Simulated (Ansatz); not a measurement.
# ReSbP: the cost of one run

Computed with Ansatz 0.2.0 (DFT PBE, scalar-relativistic, plane waves, PAW, unless a step's input says otherwise).

1 further run of the same task is left out (it didn't finish).

### Step 1. The starting structure

It takes space group P6_3/mmc (No. 194, hexagonal). The conventional cell has a = 4.312 Å, b = 4.312 Å, c = 7.905 Å, α = 90.00°, β = 90.00°, γ = 120.00°. Re (site symmetry -6m2) is surrounded by 3 P at 2.49 Å. Sb (site symmetry -3m) is surrounded by 6 Re at 3.18 Å and 6 P at 3.18 Å. P (site symmetry -6m2) is surrounded by 3 Re at 2.49 Å and 6 Sb at 3.18 Å.

Structure file:

```xyz
6
Lattice="4.3120 0.0000 0.0000 -2.1560 3.7343 0.0000 0.0000 0.0000 7.9048" Properties=species:S:1:pos:R:3 pbc="T T T"
Re    0.0000    2.4895    5.9286
Re    2.1560    1.2448    1.9762
Sb    0.0000    0.0000    0.0000
Sb    0.0000    0.0000    3.9524
P     0.0000    2.4895    1.9762
P     2.1560    1.2448    5.9286
```

A structure generator made this guess: species swapped into a database cell of EuAgP (P6_3/mmc, No. 194), with Sb on the Eu sites and Re on the Ag sites. The dimensions are guesses.

### Step 2. The guess as it stands, on a coarse mesh

Contents of input.yaml:

```yaml
crystal:
  lattice:
    - [4.31198505, 0.0, 0.0]
    - [-2.15599253, 3.73428859, 0.0]
    - [0.0, 0.0, 7.90481663]
  atoms:
    - { symbol: Re, position: [0.33333333, 0.66666667, 0.75] }
    - { symbol: Re, position: [0.66666667, 0.33333333, 0.25] }
    - { symbol: Sb, position: [0.0, 0.0, 0.0] }
    - { symbol: Sb, position: [0.0, 0.0, 0.5] }
    - { symbol: P, position: [0.33333333, 0.66666667, 0.25] }
    - { symbol: P, position: [0.66666667, 0.33333333, 0.75] }
basis:
  ecutwfc: 420
kpoints:
  mp_grid: { grid: [6, 6, 2] }
hamiltonian:
  xc: pbe
scf:
  occupations: { method: gaussian, width: 0.1 }
  lower_state_search: "off"
output:
  forces: true
  stress: true
  eigenvalues: true
```

Launch:

```bash
$ ansatz run input.yaml --threads 1 --pin off --max-ram 2560MiB --backend cpu --events-out ev --progress --plain --runs-dir out
```

What time and memory should one allow on 1 thread of Arm Neoverse N1, shared host?

About 8.7 s, with a peak of 0.39 GiB.
